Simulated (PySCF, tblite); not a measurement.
**C6H9N: a rotation path, then NMR shifts on frames**

Aim: move C6H9N (`C=CC[C@H](C)C#N`) away from its starting geometry and see how NMR shifts follow the geometry.

Computed with tblite 0.8.0 and PySCF 2.14.0, with density-fitted response routines of our own, on a single molecule in the gas phase. Atoms are numbered from 0 throughout.

## 1. Starting geometry

16 atoms, charge 0, multiplicity 1; geometry from: GFN2-xTB.

Bonds of the start (Å): C0–C1 1.32, C1–C2 1.50, C2–C3 1.54, C3–C4 1.53, C3–C5 1.44, C5–N6 1.14, C0–H7 1.08, C0–H8 1.08, C1–H9 1.08, C2–H10 1.09, C2–H11 1.09, C3–H12 1.10, C4–H13 1.09, C4–H14 1.09, C4–H15 1.09.

## 2. A band between two rotamers with GFN2-xTB

The job: settings as JSON, then the geometry in Å.

```
{"job": {"kind": "neb", "xc": "GFN2-xTB", "basis": "xTB", "atoms": [1, 2, 3, 4], "turn": 120}, "charge": 0, "multiplicity": 1}
C      2.149098    -1.140440    -0.371393
C      1.253193    -0.773784     0.524852
C      0.563608     0.553138     0.537930
C     -0.965032     0.383979     0.425568
C     -1.367919    -0.213874    -0.925049
C     -1.601503     1.668536     0.601412
N     -2.095364     2.691245     0.732834
H      2.450292    -0.485640    -1.172935
H      2.626187    -2.105029    -0.339347
H      0.966509    -1.449571     1.321195
H      0.793143     1.066829     1.476782
H      0.922364     1.172569    -0.286424
H     -1.312107    -0.272921     1.233515
H     -2.448324    -0.325387    -0.987875
H     -1.037619     0.429708    -1.737945
H     -0.904124    -1.190414    -1.044532
```

With the program's defaults for keys left out, this is: GFN2-xTB climbing-image nudged elastic band, gas phase.

The run is started by

```bash
OMP_NUM_THREADS=1 python probes_run.py task.json out
```

One launch serves the whole session: the jobs run in the order shown.

The log of the run:

```text
image   E - E0 / eV
  0       0.0000
  1       0.0205
  2       0.0755
  3       0.1389
  4       0.1708
  5       0.1533
  6       0.1066
  7       0.0664
  8       0.0386
```

Wall time 4.2 s (1 thread of AMD EPYC 7R13, shared host); peak memory 0.18 GiB.

The final band, with the dihedral C1–C2–C3–C4:

| image | dihedral (°) | energy (eV) | energy (kcal/mol) |
| --- | --- | --- | --- |
| 0 | -65 | 0.000 | 0.0 |
| 1 | -51 | 0.021 | 0.5 |
| 2 | -35 | 0.076 | 1.7 |
| 3 | -19 | 0.139 | 3.2 |
| 4 | -2 | 0.171 | 3.9 |
| 5 | 15 | 0.153 | 3.5 |
| 6 | 32 | 0.107 | 2.5 |
| 7 | 49 | 0.066 | 1.5 |
| 8 | 63 | 0.039 | 0.9 |

## 3. Shielding tensors: image 0, PBE0/pcSseg-1

The job: settings as JSON, then the geometry in Å.

```
{"job": {"kind": "nmr", "xc": "PBE0", "basis": "pcSseg-1", "pop": false}, "charge": 0, "multiplicity": 1}
C      2.149100    -1.140400    -0.371400
C      1.253200    -0.773800     0.524900
C      0.563600     0.553100     0.537900
C     -0.965000     0.384000     0.425600
C     -1.367900    -0.213900    -0.925000
C     -1.601500     1.668500     0.601400
N     -2.095400     2.691200     0.732800
H      2.450300    -0.485600    -1.172900
H      2.626200    -2.105000    -0.339300
H      0.966500    -1.449600     1.321200
H      0.793100     1.066800     1.476800
H      0.922400     1.172600    -0.286400
H     -1.312100    -0.272900     1.233500
H     -2.448300    -0.325400    -0.987900
H     -1.037600     0.429700    -1.737900
H     -0.904100    -1.190400    -1.044500
```

Level: GIAO PBE0/pcSseg-1 NMR shielding, non-relativistic, gas phase.

The log of the run:

```text
coarse grid: 13160 points
cycle   1  E = -288.2775456201  dE =  7.849e-01  |g| = 4.963e-01  |ddm| = 3.524e+00
cycle   2  E = -288.1599826676  dE =  1.176e-01  |g| = 9.008e-01  |ddm| = 1.178e+00
cycle   3  E = -288.3338023353  dE = -1.738e-01  |g| = 1.714e-01  |ddm| = 7.818e-01
cycle   4  E = -288.3404871258  dE = -6.685e-03  |g| = 3.547e-02  |ddm| = 1.398e-01
cycle   5  E = -288.3407657061  dE = -2.786e-04  |g| = 8.713e-03  |ddm| = 4.132e-02
cycle   6  E = -288.3407842513  dE = -1.855e-05  |g| = 1.305e-03  |ddm| = 9.724e-03
cycle   7  E = -288.3407845010  dE = -2.497e-07  |g| = 7.970e-04  |ddm| = 1.622e-03
final grid: 126592 points
cycle   8  E = -288.3824859284  dE = -3.768e-05  |g| = 7.615e-03  |ddm| = 3.079e-02
cycle   9  E = -288.3824842795  dE =  1.649e-06  |g| = 8.094e-03  |ddm| = 1.264e-02
cycle  10  E = -288.3825008511  dE = -1.657e-05  |g| = 1.247e-03  |ddm| = 6.717e-03
cycle  11  E = -288.3825011442  dE = -2.931e-07  |g| = 4.732e-04  |ddm| = 1.220e-03
cycle  12  E = -288.3825011903  dE = -4.613e-08  |g| = 8.152e-05  |ddm| = 3.584e-04
cycle  13  E = -288.3825011919  dE = -1.530e-09  |g| = 1.674e-05  |ddm| = 7.490e-05
cycle  14  E = -288.3825011919  dE = -6.287e-11  |g| = 4.831e-06  |ddm| = 1.865e-05
converged SCF energy = -288.3825011919

GIAO shielding tensors (ppm)
atom      isotropic    diamagn.    paramagn.     s11        s22        s33       span
  0 C       60.273     253.664    -193.391    -55.358     78.422    157.755    213.113
  1 C       42.578     256.553    -213.974    -75.914     48.536    155.113    231.027
  2 C      141.896     248.188    -106.292    126.426    141.804    157.457     31.030
  3 C      162.733     248.366     -85.634    155.241    160.621    172.336     17.096
  4 C      167.363     247.076     -79.713    155.931    162.131    184.028     28.097
  5 C       59.379     260.177    -200.798    -63.309    -54.656    296.101    359.410
  6 N      -29.067     340.570    -369.637   -193.248   -184.566    290.613    483.861
  7 H       26.134      31.388      -5.254     22.337     25.684     30.381      8.044
  8 H       26.203      28.783      -2.580     23.024     25.346     30.239      7.215
  9 H       25.869      31.634      -5.765     23.274     25.465     28.868      5.594
 10 H       28.817      30.645      -1.828     24.573     28.241     33.636      9.064
 11 H       29.675      32.570      -2.896     26.573     29.386     33.065      6.493
 12 H       29.500      30.560      -1.060     25.962     27.726     34.813      8.850
 13 H       30.301      28.848       1.453     25.996     27.837     37.069     11.073
 14 H       30.818      30.472       0.346     27.533     28.622     36.300      8.768
 15 H       30.263      30.687      -0.423     25.068     29.995     35.727     10.658
```

It took 16 s on 1 thread of AMD EPYC 7R13, shared host; peak memory 0.74 GiB.

Shifts follow as δ = σ(reference) − σ, with reference shieldings (ppm) from runs at the same level and on the same kind of geometry: 1H TMS 31.72, 13C TMS 186.9, 15N NH3 267.7. The references are single molecules in the gas phase, so shifts against H2O, NH3, PH3, H3PO4 or CFCl3 are not on the usual liquid scales and can be off by tens of ppm. Each atom is listed at this fixed geometry, with no averaging over motion; a spectrum would average atoms that exchange fast.

| atoms | environment | σ (ppm) | δ (ppm) |
| --- | --- | --- | --- |
| C1 | alkene CH | 42.6 | 144.3 |
| C5 | nitrile carbon | 59.4 | 127.5 |
| C0 | terminal =CH2 carbon | 60.3 | 126.7 |
| C2 | allylic sp3 CH2 | 141.9 | 45.0 |
| C3 | sp3 CH α to a nitrile | 162.7 | 24.2 |
| C4 | methyl carbon | 167.4 | 19.6 |
| H9 | hydrogen on an alkene CH | 25.87 | 5.85 |
| H7 | hydrogen on a terminal =CH2 carbon | 26.13 | 5.58 |
| H8 | hydrogen on a terminal =CH2 carbon | 26.20 | 5.51 |
| H10 | hydrogen on an allylic sp3 CH2 | 28.82 | 2.90 |
| H12 | hydrogen on an sp3 CH α to a nitrile | 29.50 | 2.22 |
| H11 | hydrogen on an allylic sp3 CH2 | 29.67 | 2.04 |
| H15 | hydrogen on a methyl carbon | 30.26 | 1.45 |
| H13 | hydrogen on a methyl carbon | 30.30 | 1.42 |
| H14 | hydrogen on a methyl carbon | 30.82 | 0.90 |
| N6 | nitrile nitrogen | -29.1 | 296.8 |

## 4. Shielding tensors: image 2, PBE0/pcSseg-1

The job: settings as JSON, then the geometry in Å.

```
{"job": {"kind": "nmr", "xc": "PBE0", "basis": "pcSseg-1", "pop": false}, "charge": 0, "multiplicity": 1}
C      2.145200    -0.922100    -0.538000
C      1.193800    -0.816800     0.370000
C      0.535900     0.475400     0.737200
C     -0.992900     0.435500     0.492700
C     -1.368500    -0.391900    -0.742000
C     -1.464800     1.788400     0.309900
N     -1.819300     2.861500     0.134600
H      2.521700    -0.058400    -1.062100
H      2.593300    -1.867300    -0.792300
H      0.833200    -1.694500     0.891500
H      0.714500     0.688200     1.795300
H      0.976800     1.286300     0.153000
H     -1.497300     0.017800     1.372200
H     -2.440200    -0.339500    -0.922500
H     -0.846900    -0.021500    -1.621500
H     -1.092000    -1.432000    -0.589500
```

Level: GIAO PBE0/pcSseg-1 NMR shielding, non-relativistic, gas phase.

The log of the run:

```text
coarse grid: 13160 points
cycle   1  E = -288.2722388383  dE =  7.870e-01  |g| = 4.971e-01  |ddm| = 3.533e+00
cycle   2  E = -288.1541637583  dE =  1.181e-01  |g| = 9.018e-01  |ddm| = 1.170e+00
cycle   3  E = -288.3286261590  dE = -1.745e-01  |g| = 1.721e-01  |ddm| = 7.713e-01
cycle   4  E = -288.3353523910  dE = -6.726e-03  |g| = 3.579e-02  |ddm| = 1.409e-01
cycle   5  E = -288.3356356834  dE = -2.833e-04  |g| = 8.548e-03  |ddm| = 4.027e-02
cycle   6  E = -288.3356531089  dE = -1.743e-05  |g| = 1.673e-03  |ddm| = 9.537e-03
cycle   7  E = -288.3356535665  dE = -4.575e-07  |g| = 9.536e-04  |ddm| = 2.020e-03
final grid: 126592 points
cycle   8  E = -288.3782860112  dE = -4.272e-05  |g| = 7.569e-03  |ddm| = 3.261e-02
cycle   9  E = -288.3782848325  dE =  1.179e-06  |g| = 7.939e-03  |ddm| = 1.260e-02
cycle  10  E = -288.3783008031  dE = -1.597e-05  |g| = 7.923e-04  |ddm| = 6.383e-03
cycle  11  E = -288.3783009314  dE = -1.284e-07  |g| = 3.373e-04  |ddm| = 8.740e-04
cycle  12  E = -288.3783009537  dE = -2.226e-08  |g| = 1.278e-04  |ddm| = 2.991e-04
cycle  13  E = -288.3783009565  dE = -2.800e-09  |g| = 5.947e-05  |ddm| = 1.102e-04
cycle  14  E = -288.3783009573  dE = -8.009e-10  |g| = 9.033e-06  |ddm| = 5.018e-05
converged SCF energy = -288.3783009573

GIAO shielding tensors (ppm)
atom      isotropic    diamagn.    paramagn.     s11        s22        s33       span
  0 C       60.862     253.812    -192.951    -52.842     78.668    156.759    209.601
  1 C       44.185     257.378    -213.193    -78.374     48.434    162.495    240.869
  2 C      144.798     247.463    -102.664    125.082    145.725    163.588     38.506
  3 C      165.376     248.951     -83.575    156.884    165.869    173.375     16.491
  4 C      166.287     247.661     -81.374    157.868    164.724    176.269     18.401
  5 C       58.431     260.634    -202.202    -64.068    -57.016    296.379    360.447
  6 N      -28.493     340.490    -368.983   -191.499   -181.844    287.866    479.365
  7 H       26.148      31.452      -5.304     22.445     25.656     30.343      7.898
  8 H       26.226      29.116      -2.890     23.062     25.316     30.300      7.238
  9 H       25.894      32.130      -6.235     23.337     25.502     28.843      5.506
 10 H       28.735      30.144      -1.408     24.723     27.701     33.782      9.059
 11 H       29.464      32.431      -2.967     25.407     30.046     32.938      7.531
 12 H       29.282      29.812      -0.530     26.131     26.648     35.067      8.936
 13 H       30.381      28.984       1.397     26.075     28.126     36.943     10.869
 14 H       30.707      30.970      -0.263     27.322     29.125     35.673      8.351
 15 H       30.617      31.014      -0.397     25.378     29.866     36.606     11.228
```

Wall time 19 s (1 thread of AMD EPYC 7R13, shared host); peak memory 0.76 GiB.

In short: δ C1 142.7, C5 128.5, C0 126.1, C2 42.1, H9 5.82, H7 5.57 ppm.

(Part 1 of 2 ends here.)
